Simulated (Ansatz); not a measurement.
# BiMo3: the cost of one run

Computed with Ansatz 0.2.0 (DFT PBE, scalar-relativistic, plane waves, PAW, unless a step's input says otherwise).

1 further run of the same task is left out (it didn't finish).

## (1) The structure to begin with

Symmetry: Pm-3m, No. 221, cubic system. The conventional cell has a = 4.184 Å, b = 4.184 Å, c = 4.184 Å, α = 90.00°, β = 90.00°, γ = 90.00°. Bi (site symmetry m-3m) is surrounded by 12 Mo at 2.96 Å. Mo (site symmetry 4/mmm) is surrounded by 4 Bi at 2.96 Å and 8 Mo at 2.96 Å.

Structure file:

```cif
data_structure
_symmetry_space_group_name_H-M 'Pm-3m'
_symmetry_Int_Tables_number 221
_cell_length_a 4.1840
_cell_length_b 4.1840
_cell_length_c 4.1840
_cell_angle_alpha 90.000
_cell_angle_beta 90.000
_cell_angle_gamma 90.000
_cell_volume 73.24
loop_
_atom_site_label
_atom_site_type_symbol
_atom_site_symmetry_multiplicity
_atom_site_Wyckoff_symbol
_atom_site_fract_x
_atom_site_fract_y
_atom_site_fract_z
_atom_site_occupancy
Bi1 Bi 1 a 0.00000 0.00000 0.00000 1
Mo1 Mo 3 c 0.00000 0.50000 0.50000 1
```

This is candidate A: Cu3Au (L1_2) type (Pm-3m, No. 221).

(A quick probe on a coarse mesh, which set the mesh and smearing, is not shown.)

## (3) Coarse relaxation (candidate A)

Contents of input.yaml:

```yaml
crystal:
  lattice:
    - [4.1840010262, 0.0, 0.0]
    - [0.0, 4.1840010262, 0.0]
    - [0.0, 0.0, 4.1840010262]
  atoms:
    - { symbol: Bi, position: [0.0, 0.0, 0.0] }
    - { symbol: Mo, position: [0.0, 0.5, 0.5] }
    - { symbol: Mo, position: [0.5, 0.0, 0.5] }
    - { symbol: Mo, position: [0.5, 0.5, 0.0] }
basis:
  ecutwfc: 420
kpoints:
  mp_grid: { grid: [4, 4, 4] }
hamiltonian:
  xc: pbe
scf:
  occupations: { method: gaussian, width: 0.1 }
  lower_state_search: "off"
output:
  forces: true
  stress: true
  eigenvalues: true
relax:
  adjacent_minimum: "off"
  f_tol: 0.04
  max_steps: 70
  cell: { stress_tol: 0.4 }
```

Run with:

```
> ansatz run input.yaml --threads 1 --pin off --max-ram 2560MiB --backend cpu --events-out ev --progress --plain --runs-dir out
```

**Question.** How long does this run take on 1 thread of AMD EPYC 7R43 (Zen 3), shared host, and how much memory does it need?

About 13 s, with a peak of 0.39 GiB.
